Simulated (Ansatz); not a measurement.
Born–Oppenheimer molecular dynamics of a periodic cell of 40 atoms, Rb$_{2}$AgPdF$_{6}$ (host Rb2AgPdF6, host structure Fm-3m). It starts from an unrelaxed structure (largest force component 0.12 eV/Å).

Method: Ansatz 0.2.0, DFT r2SCAN-D3(BJ), scalar-relativistic, plane waves, PAW. Settings: cutoff 500 eV, k mesh 1x1x1, fermi-dirac smearing 0.05 eV, no spin polarisation.

```json
{
  "ensemble": "NPT, Langevin",
  "time step": "2 fs",
  "steps asked": "70",
  "set temperature": "500 K",
  "friction": "0.005 /fs",
  "pressure": "0 GPa",
  "seed": "704859"
}
```

Frames 4 fs apart, positions in Å, forces in eV/Å.

Velocities at 120 fs (Å/ps):

```
Rb -0.55 -2.42 -2.25
Rb 0.28 -0.26 -2.08
Ag 1.65 3.15 -1.07
Pd -0.06 2.58 -0.23
F 1.33 -4.15 -8.03
F -1.20 -6.68 -1.04
F -1.16 12.02 -1.10
F 0.80 0.98 -0.23
F 2.27 -1.12 -2.70
F -0.01 0.52 3.27
Rb -1.90 0.86 -1.49
Rb -2.08 0.79 -1.52
Ag 0.46 0.48 -1.26
Pd 2.06 0.63 -2.33
F 4.44 -0.32 5.72
F -0.85 -1.78 -1.32
F -0.89 0.31 -1.55
F -6.56 3.36 -6.51
F -0.92 0.37 -1.55
F 5.43 -0.20 -5.98
Rb 3.33 0.91 -0.74
Rb 0.31 -0.09 -0.49
Ag -0.34 -0.49 -4.87
Pd -0.72 0.31 -2.70
F -5.40 1.73 -1.68
F 2.64 2.19 -1.97
F 2.58 3.39 -0.03
F 3.82 -4.94 1.81
F 4.78 -1.05 -0.13
F -8.44 -0.94 3.36
Rb -2.11 -0.28 -1.34
Rb -3.20 -1.86 -0.80
Ag -0.06 -0.51 -1.69
Pd 2.34 1.45 1.23
F 7.52 -0.95 4.45
F -6.54 4.60 -0.37
F -2.99 -0.99 2.87
F 7.26 -0.78 2.04
F 8.15 -1.05 2.73
F 0.21 2.18 -2.57
```

```xyz
40
Lattice="8.5424 0.0388 0.0998 0.0388 8.5061 -0.0515 0.0998 -0.0515 8.6472" Properties=species:S:1:pos:R:3:forces:R:3 time_fs=120 energy_less_start_eV=1.869 T=337
Rb 2.168 2.127 2.418 0.13 0.07 -0.63
Rb 6.532 6.630 6.414 -0.14 -0.58 0.21
Ag 4.251 4.263 4.052 0.02 -0.13 1.04
Pd 0.041 0.121 -0.019 -0.68 -1.71 0.45
F 4.346 4.152 1.886 -0.31 0.27 -0.12
F 6.433 4.301 4.016 -0.11 -0.07 0.51
F 4.534 4.189 6.389 -0.29 0.02 -0.35
F 4.552 1.987 4.279 -0.30 0.10 -0.13
F 4.332 6.519 4.354 0.02 -1.10 -0.18
F 1.893 4.386 4.042 1.00 0.03 0.82
Rb 6.324 6.434 1.944 0.55 -0.36 0.15
Rb 2.308 2.336 6.363 0.12 0.07 0.10
Ag 0.181 -0.026 4.296 -0.54 0.70 -0.35
Pd 4.334 4.177 -0.192 -1.54 -0.50 0.16
F -0.315 0.004 2.001 0.75 -0.56 0.34
F 2.433 -0.109 3.999 -0.24 0.40 0.55
F 0.305 0.461 6.606 0.17 -0.68 -0.26
F -0.241 6.381 4.139 0.29 -0.70 0.09
F 0.262 2.273 4.437 -0.44 -0.41 -0.34
F 6.419 -0.161 4.442 0.98 0.53 0.28
Rb 6.591 1.964 6.525 -0.30 0.45 -0.34
Rb 2.368 6.382 2.135 -0.34 -0.25 -0.32
Ag 0.078 4.293 -0.162 -0.66 -0.20 0.42
Pd 4.461 -0.043 4.344 -0.77 1.63 0.01
F -0.128 4.283 6.306 0.06 0.03 0.26
F 2.265 4.438 -0.280 0.58 -0.04 0.08
F 0.119 4.369 2.074 -0.27 -0.12 0.18
F 0.190 1.975 0.339 0.38 1.75 -0.32
F -0.097 6.593 -0.342 -0.09 0.39 -0.02
F 6.258 3.787 -0.114 1.27 0.76 0.21
Rb 2.139 6.795 6.351 0.20 -0.66 0.06
Rb 6.544 2.119 2.168 -0.20 0.43 0.20
Ag 4.361 -0.091 0.035 -0.95 0.82 0.16
Pd -0.123 4.297 4.241 0.69 0.54 -1.54
F 4.249 0.248 6.425 0.03 -0.73 0.06
F 6.448 0.394 0.083 0.37 -0.54 -0.50
F 4.743 0.053 2.324 -0.70 -0.46 -0.72
F 4.247 6.198 -0.209 0.74 0.45 0.01
F 4.190 2.162 0.030 -0.03 -0.12 -0.24
F 2.103 -0.313 0.126 0.56 0.49 0.01
40
Lattice="8.5729 0.0419 0.1017 0.0419 8.5318 -0.0554 0.1017 -0.0554 8.6668" Properties=species:S:1:pos:R:3:forces:R:3 time_fs=124 energy_less_start_eV=1.886 T=332
Rb 2.177 2.124 2.414 0.14 0.09 -0.57
Rb 6.560 6.648 6.420 -0.15 -0.51 0.17
Ag 4.276 4.288 4.056 -0.02 -0.24 0.88
Pd 0.040 0.129 -0.019 -0.72 -2.10 0.53
F 4.369 4.148 1.857 -0.32 0.31 0.15
F 6.451 4.286 4.022 0.14 0.00 0.51
F 4.548 4.249 6.397 -0.26 -0.08 -0.24
F 4.572 1.998 4.287 -0.35 0.10 -0.13
F 4.360 6.529 4.351 0.00 -0.86 -0.20
F 1.907 4.397 4.065 1.05 0.07 0.77
Rb 6.344 6.458 1.941 0.57 -0.34 0.17
Rb 2.310 2.344 6.369 0.17 0.05 0.10
Ag 0.183 -0.027 4.301 -0.54 0.67 -0.33
Pd 4.359 4.192 -0.203 -1.87 -0.53 0.13
F -0.295 -0.002 2.032 0.70 -0.48 0.06
F 2.439 -0.120 4.004 -0.28 0.42 0.57
F 0.306 0.461 6.613 0.16 -0.67 -0.25
F -0.262 6.408 4.117 0.38 -0.78 0.19
F 0.263 2.277 4.439 -0.38 -0.35 -0.30
F 6.464 -0.160 4.432 0.58 0.57 0.31
Rb 6.630 1.974 6.538 -0.33 0.43 -0.35
Rb 2.379 6.399 2.134 -0.35 -0.25 -0.33
Ag 0.079 4.305 -0.182 -0.55 -0.16 0.62
Pd 4.475 -0.041 4.346 -0.35 1.45 0.37
F -0.148 4.300 6.316 0.09 0.02 0.14
F 2.289 4.460 -0.287 0.62 -0.08 0.04
F 0.130 4.395 2.080 -0.26 -0.17 0.18
F 0.211 1.966 0.347 0.32 1.98 -0.28
F -0.080 6.613 -0.349 -0.15 0.54 -0.03
F 6.254 3.804 -0.104 1.57 0.70 0.13
Rb 2.142 6.812 6.356 0.23 -0.62 0.07
Rb 6.555 2.118 2.172 -0.14 0.40 0.21
Ag 4.374 -0.090 0.028 -0.94 0.80 0.27
Pd -0.111 4.314 4.252 0.30 0.47 -1.68
F 4.296 0.244 6.460 -0.03 -0.73 -0.26
F 6.450 0.413 0.082 0.58 -0.59 -0.46
F 4.748 0.051 2.337 -0.71 -0.46 -0.84
F 4.296 6.215 -0.203 0.66 0.51 -0.01
F 4.237 2.165 0.041 -0.15 -0.06 -0.33
F 2.112 -0.305 0.118 0.58 0.46 0.02
40
Lattice="8.6031 0.0451 0.1026 0.0451 8.5589 -0.0586 0.1026 -0.0586 8.6868" Properties=species:S:1:pos:R:3:forces:R:3 time_fs=128 energy_less_start_eV=1.851 T=341
Rb 2.188 2.121 2.409 0.14 0.10 -0.51
Rb 6.587 6.667 6.426 -0.15 -0.46 0.12
Ag 4.302 4.311 4.063 -0.08 -0.33 0.72
Pd 0.038 0.130 -0.020 -0.60 -1.95 0.68
F 4.389 4.152 1.825 -0.32 0.32 0.41
F 6.469 4.270 4.036 0.36 0.09 0.48
F 4.557 4.310 6.403 -0.22 -0.18 -0.12
F 4.588 2.017 4.295 -0.39 0.04 -0.12
F 4.390 6.536 4.339 -0.01 -0.58 -0.20
F 1.928 4.406 4.093 1.02 0.12 0.69
Rb 6.365 6.479 1.937 0.59 -0.31 0.20
Rb 2.313 2.351 6.375 0.21 0.04 0.10
Ag 0.184 -0.028 4.304 -0.54 0.61 -0.29
Pd 4.385 4.208 -0.216 -2.09 -0.52 0.09
F -0.272 -0.014 2.065 0.64 -0.39 -0.22
F 2.439 -0.125 4.014 -0.25 0.41 0.57
F 0.308 0.465 6.622 0.14 -0.69 -0.24
F -0.286 6.428 4.093 0.47 -0.79 0.28
F 0.260 2.280 4.443 -0.33 -0.23 -0.27
F 6.512 -0.157 4.430 0.20 0.61 0.31
Rb 6.666 1.985 6.548 -0.36 0.41 -0.34
Rb 2.388 6.417 2.129 -0.35 -0.24 -0.31
Ag 0.079 4.316 -0.202 -0.41 -0.10 0.82
Pd 4.490 -0.038 4.349 -0.04 1.25 0.57
F -0.164 4.316 6.328 0.10 0.01 -0.04
F 2.319 4.479 -0.291 0.59 -0.10 0.00
F 0.139 4.421 2.094 -0.24 -0.21 0.16
F 0.238 1.971 0.356 0.21 1.78 -0.31
F -0.064 6.640 -0.358 -0.22 0.54 -0.04
F 6.261 3.833 -0.096 1.77 0.62 0.05
Rb 2.143 6.829 6.359 0.27 -0.57 0.08
Rb 6.568 2.119 2.176 -0.09 0.35 0.20
Ag 4.383 -0.089 0.021 -0.82 0.79 0.38
Pd -0.100 4.333 4.260 0.05 0.32 -1.68
F 4.338 0.237 6.496 -0.08 -0.71 -0.54
F 6.460 0.429 0.079 0.69 -0.65 -0.43
F 4.749 0.044 2.341 -0.70 -0.44 -0.85
F 4.349 6.233 -0.199 0.56 0.57 -0.02
F 4.281 2.166 0.049 -0.25 0.03 -0.42
F 2.124 -0.296 0.111 0.50 0.42 0.01
40
Lattice="8.6320 0.0476 0.1027 0.0476 8.5879 -0.0622 0.1027 -0.0622 8.7044" Properties=species:S:1:pos:R:3:forces:R:3 time_fs=132 energy_less_start_eV=1.768 T=358
Rb 2.199 2.120 2.403 0.15 0.11 -0.45
Rb 6.611 6.683 6.431 -0.16 -0.40 0.09
Ag 4.325 4.333 4.072 -0.08 -0.41 0.57
Pd 0.034 0.132 -0.018 -0.36 -1.46 0.73
F 4.404 4.166 1.790 -0.30 0.30 0.66
F 6.491 4.256 4.056 0.46 0.16 0.44
F 4.559 4.369 6.406 -0.16 -0.29 0.01
F 4.597 2.036 4.299 -0.40 -0.01 -0.10
F 4.420 6.544 4.319 -0.03 -0.31 -0.18
F 1.958 4.417 4.122 0.87 0.15 0.61
Rb 6.386 6.501 1.930 0.59 -0.28 0.23
Rb 2.318 2.359 6.382 0.22 0.02 0.09
Ag 0.185 -0.025 4.306 -0.54 0.48 -0.22
Pd 4.408 4.223 -0.231 -1.99 -0.39 0.06
F -0.244 -0.031 2.095 0.57 -0.29 -0.45
F 2.434 -0.124 4.029 -0.18 0.38 0.56
F 0.311 0.469 6.622 0.11 -0.72 -0.17
F -0.312 6.443 4.074 0.58 -0.71 0.37
F 0.256 2.276 4.443 -0.27 -0.05 -0.26
F 6.564 -0.154 4.427 -0.13 0.64 0.31
Rb 6.701 1.996 6.553 -0.38 0.39 -0.32
Rb 2.393 6.436 2.123 -0.33 -0.20 -0.29
Ag 0.076 4.326 -0.220 -0.25 -0.01 1.00
Pd 4.506 -0.036 4.352 0.15 1.06 0.69
F -0.178 4.332 6.341 0.12 0.00 -0.27
F 2.353 4.498 -0.293 0.47 -0.12 -0.05
F 0.147 4.446 2.112 -0.23 -0.24 0.14
F 0.273 1.993 0.362 0.05 1.30 -0.37
F -0.050 6.674 -0.368 -0.28 0.46 -0.04
F 6.283 3.867 -0.086 1.71 0.57 -0.04
Rb 2.143 6.849 6.360 0.29 -0.54 0.08
Rb 6.579 2.124 2.181 -0.04 0.28 0.18
Ag 4.391 -0.087 0.014 -0.67 0.79 0.47
Pd -0.090 4.352 4.266 -0.04 0.13 -1.58
F 4.375 0.229 6.524 -0.11 -0.68 -0.76
F 6.473 0.440 0.073 0.74 -0.69 -0.38
F 4.739 0.029 2.343 -0.64 -0.38 -0.84
F 4.401 6.259 -0.198 0.45 0.54 -0.04
F 4.324 2.169 0.055 -0.34 0.07 -0.48
F 2.138 -0.280 0.099 0.37 0.37 0.01
40
Lattice="8.6604 0.0509 0.1034 0.0509 8.6162 -0.0665 0.1034 -0.0665 8.7196" Properties=species:S:1:pos:R:3:forces:R:3 time_fs=136 energy_less_start_eV=1.665 T=413
Rb 2.212 2.120 2.394 0.15 0.11 -0.39
Rb 6.636 6.696 6.436 -0.16 -0.35 0.05
Ag 4.348 4.355 4.082 -0.07 -0.51 0.46
Pd 0.031 0.132 -0.015 -0.06 -0.83 0.73
F 4.417 4.183 1.764 -0.28 0.28 0.80
F 6.516 4.241 4.078 0.51 0.23 0.38
F 4.558 4.423 6.404 -0.11 -0.38 0.14
F 4.602 2.053 4.300 -0.40 -0.05 -0.08
F 4.449 6.549 4.295 -0.03 -0.04 -0.14
F 1.990 4.423 4.152 0.69 0.19 0.51
Rb 6.408 6.522 1.921 0.57 -0.25 0.25
Rb 2.326 2.368 6.387 0.20 -0.02 0.07
Ag 0.185 -0.024 4.306 -0.55 0.35 -0.14
Pd 4.427 4.239 -0.246 -1.55 -0.23 0.11
F -0.213 -0.052 2.123 0.50 -0.18 -0.64
F 2.425 -0.125 4.056 -0.08 0.36 0.52
F 0.309 0.460 6.617 0.09 -0.73 -0.08
F -0.336 6.455 4.052 0.67 -0.64 0.45
F 0.252 2.273 4.441 -0.22 0.13 -0.25
F 6.614 -0.146 4.424 -0.39 0.66 0.30
Rb 6.737 2.009 6.558 -0.39 0.36 -0.30
Rb 2.397 6.455 2.116 -0.31 -0.17 -0.27
Ag 0.073 4.335 -0.234 -0.10 0.08 1.12
Pd 4.522 -0.033 4.356 0.25 0.85 0.63
F -0.191 4.344 6.353 0.15 0.01 -0.50
F 2.395 4.513 -0.299 0.25 -0.13 -0.08
F 0.149 4.469 2.130 -0.19 -0.27 0.13
F 0.306 2.028 0.366 -0.13 0.70 -0.45
F -0.035 6.713 -0.376 -0.32 0.32 -0.03
F 6.317 3.911 -0.080 1.40 0.52 -0.12
Rb 2.146 6.867 6.357 0.31 -0.51 0.09
Rb 6.590 2.128 2.187 -0.01 0.22 0.14
Ag 4.398 -0.083 0.006 -0.50 0.80 0.53
Pd -0.079 4.370 4.268 -0.10 -0.08 -1.43
F 4.414 0.218 6.542 -0.13 -0.64 -0.88
F 6.489 0.445 0.066 0.76 -0.72 -0.32
F 4.719 0.008 2.334 -0.59 -0.32 -0.70
F 4.450 6.288 -0.197 0.33 0.45 -0.07
F 4.360 2.176 0.063 -0.39 0.08 -0.55
F 2.157 -0.261 0.086 0.21 0.32 0.02
```

Of the whole run (140 fs, mean temperature of the second half 413 K): The conserved energy stayed within 0.048 meV per atom of its start (net change -0.014 meV per atom), so the integration is sound. The mean temperature of the second half is 17 % below the set value. A run of 0.14 ps of so small a system gives no equilibrium averages. Limits of this set-up: coarse k mesh. The cell's volume went from 690 to 655 Å³.

Time of the run: 16 min on 4 threads of Intel(R) Xeon(R) 6975P-C (Granite Rapids) (shared host), peak memory 2.4 GiB.
